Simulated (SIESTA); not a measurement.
Ni3Au under changes of volume

One of the cells (12.874 Å³/atom); the others are scaled copies at fixed shape and fractional positions:

```
CELL_PARAMETERS angstrom
-1.84903 1.84903 3.76562
1.84903 -1.84903 3.76562
1.84903 1.84903 -3.76562
ATOMIC_POSITIONS crystal
Au 0.00000 0.00000 0.00000
Ni 0.50000 0.50000 0.00000
Ni 0.25000 0.75000 0.50000
Ni 0.75000 0.25000 0.50000
```

The cell comes from a database or a generator and needn't be the stable form of this composition.

- Program: SIESTA 5.4.2
- Functional: PBEsol
- Potentials or basis: PseudoDojo 0.4 standard (PBEsol files)
- Basis: DZP (energy shift 0.003 Ry; two zetas on semicore shells)
- Grid cutoff: 800 Ry
- Energy shift: 0.003 Ry
- k mesh: 10 × 10 × 10
- Occupations: fermi-dirac, width 0.05 eV
- Spin: collinear spin, ferromagnetic start
- Starting moments: [0.0, 1.0, 1.0, 1.0] μB

```tsv
volume (Å³/atom)	energy over the lowest point (meV/atom)	pressure (GPa)	moment (μB per cell)
11.865	?	?	?
12.117	0.00	-0.6	1.71
12.370	4.27	-4.7	1.73
12.874	31.88	-12.2	1.76
13.127	53.17	-14.6	1.78
13.379	78.29	-17.1	1.80
```

Problem. What does the run at 11.865 Å³/atom give?

Solution. Energy over the lowest point 2.32 meV/atom; pressure 3.8 GPa; moment 1.69 μB per cell.

Worked out: A Birch-Murnaghan fit of order 3 (a polynomial in V^(-2/3)) to the other rows has its minimum at 12.10 Å³/atom, just outside them, with B0 = V·E''(V) = 246 GPa and B' = 7.2 at fixed shape and positions, which overstates the stiffness. It gives 3.73 meV/atom at 11.865 Å³/atom, against the run's 2.32, and -dE/dV = 5.2 GPa, against 3.8. A straight line through the other rows of the moment, of slope 0.0696 μB per Å³/atom, extrapolates to 1.69 μB, against the run's 1.69.

Energies are extrapolated to zero smearing.

Caveats: short orbitals over semicore shells can move pressures by several GPa; the basis of atomic orbitals isn't converged, which shifts pressures, moduli and gaps.
